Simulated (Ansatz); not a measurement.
# SnTe3: equation of state with LDA

SnTe3:

```xyz
4
Lattice="0.0000 3.8612 3.8612 3.8612 0.0000 3.8612 3.8612 3.8612 0.0000" Properties=species:S:1:pos:R:3 pbc="T T T"
Te    3.8612    3.8612    3.8612
Te    5.7918    5.7918    5.7918
Te    1.9306    1.9306    1.9306
Sn    0.0000    0.0000    0.0000
```

The cell comes from a database or a generator and needn't be the stable form of this composition.

```yaml
Program: Ansatz 0.2.0
Task: equation of state
Functional: LDA
Potentials_or_basis: Ansatz PAW
Cutoff: 420 eV
Density_cutoff: 1680 eV
k_mesh: 6 × 6 × 6
Occupations: fermi-dirac, width 0.05 eV
Spin: no spin polarisation
```

| Property | Result |
| --- | --- |
| Equilibrium volume | 26.72 Å³/atom (rough: see the caveat) |
| Bulk modulus | 59 GPa (rough) |

Energy against volume, from the lowest point:
```csv
volume (Å³/atom),energy (meV/atom)
27.056,0.00
27.632,4.70
28.208,13.22
28.783,25.20
29.359,40.29
29.935,58.14
30.510,78.43
```

All runs of the series together: 12 s on 2 threads of Intel(R) Xeon(R) Platinum 8375C CPU @ 2.90GHz (Ice Lake), with other jobs on the host.

Caveat: the minimum lies outside the volumes run. The run has no spin-orbit coupling, so splittings on Te are missing.
